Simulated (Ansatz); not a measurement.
**C₂H₈BNSi: basis-set convergence**

One table from this session's results is given with a row withheld; the runs are named, their logs left out.

Program: Ansatz 0.2.0, Gaussian basis. Level of theory: one geometry, several basis sets. These are calculated values, not measurements.

The runs, in order: PBE0-D4/def2-SVP; ωB97M-V/def2-SVP; PBE0-D4/def2-QZVPP; ωB97M-V/def2-QZVPP; the functionals' def2-TZVPP values are taken from earlier runs.

**The relaxed structure**

The geometry comes from an earlier relaxation with PBE0-D4 in a triple-zeta def2 set; it is a stationary point, not always the lowest conformer.

SMILES `CN1BC1[SiH3]`, 13 atoms, charge 0, spin multiplicity 1.

Atoms are counted from 1 here; the program's logs count them from 0.

Bond lengths: C1–N2 1.421 Å, C1–H6 1.095 Å, C1–H7 1.091 Å, C1–H8 1.095 Å, N2–B3 1.336 Å, N2–C4 1.482 Å, B3–C4 1.575 Å, B3–H9 1.183 Å, C4–Si5 1.864 Å, C4–H10 1.096 Å, Si5–H11 1.493 Å, Si5–H12 1.489 Å, Si5–H13 1.490 Å. Angles: N2–C1–H6 110.9°, N2–C1–H7 109.6°, N2–C1–H8 110.8°, H6–C1–H7 108.8°, H6–C1–H8 107.9°, H7–C1–H8 108.8°, C1–N2–B3 159.0°, C1–N2–C4 133.2°, B3–N2–C4 67.7°, N2–B3–C4 60.6°, N2–B3–H9 145.7°, C4–B3–H9 153.7°, N2–C4–B3 51.7°, N2–C4–Si5 119.6°, N2–C4–H10 114.5°, B3–C4–Si5 122.5°, B3–C4–H10 117.6°, Si5–C4–H10 115.5° and more.

The first run:

in.yaml reads:

```yaml
crystal:
  periodic: [false, false, false]
  atoms:
    - {symbol: C, position_ang: [-1.460108, 0.209875, 1.250991]}
    - {symbol: N, position_ang: [-0.477462, 0.751223, 0.379267]}
    - {symbol: B, position_ang: [0.440814, 1.598886, -0.092116]}
    - {symbol: C, position_ang: [0.130650, 0.273695, -0.885584]}
    - {symbol: Si, position_ang: [1.270652, -1.200634, -0.858786]}
    - {symbol: H, position_ang: [-1.150693, -0.771178, 1.626616]}
    - {symbol: H, position_ang: [-1.606784, 0.880264, 2.099573]}
    - {symbol: H, position_ang: [-2.415562, 0.084816, 0.730901]}
    - {symbol: H, position_ang: [1.002175, 2.626207, 0.078301]}
    - {symbol: H, position_ang: [-0.523547, 0.348114, -1.761325]}
    - {symbol: H, position_ang: [0.549237, -2.501041, -0.729657]}
    - {symbol: H, position_ang: [2.058196, -1.250581, -2.121012]}
    - {symbol: H, position_ang: [2.202830, -1.084447, 0.297631]}
basis:
  gaussian: {orbitals: def2-SVP}
hamiltonian: {xc: pbe0, dispersion: d4}
output: {orbitals: {seedname: orbitals}}
```

On the command line:

```sh
$ ansatz run in.yaml --threads 4 --pin off --events-out ev --progress --plain --max-ram 10444MiB
```

Among the steps run: PBE0-D4 in def2-SVP; ωB97M-V in def2-SVP; PBE0-D4 in def2-QZVPP; ωB97M-V in def2-QZVPP.

One table of the session follows, with a row left open; its other results are not shown here.

It belongs to the step «Density functionals: the series». 

| functional | basis | HOMO (eV) | LUMO (eV) |
| --- | --- | --- | --- |
| PBE0-D4 | def2-SVP | ? | ? |
| PBE0-D4 | def2-TZVPP | -7.02 | -0.02 |
| PBE0-D4 | def2-QZVPP | -7.03 | -0.11 |
| ωB97M-V | def2-SVP | -9.23 | 2.25 |
| ωB97M-V | def2-TZVPP | -9.26 | 1.76 |
| ωB97M-V | def2-QZVPP | -9.26 | 1.43 |

**Question.** Estimate the row for PBE0-D4, def2-SVP.

The run gave: HOMO (eV): -7.01; LUMO (eV): 0.23. In the column «HOMO (eV)» it is the highest.
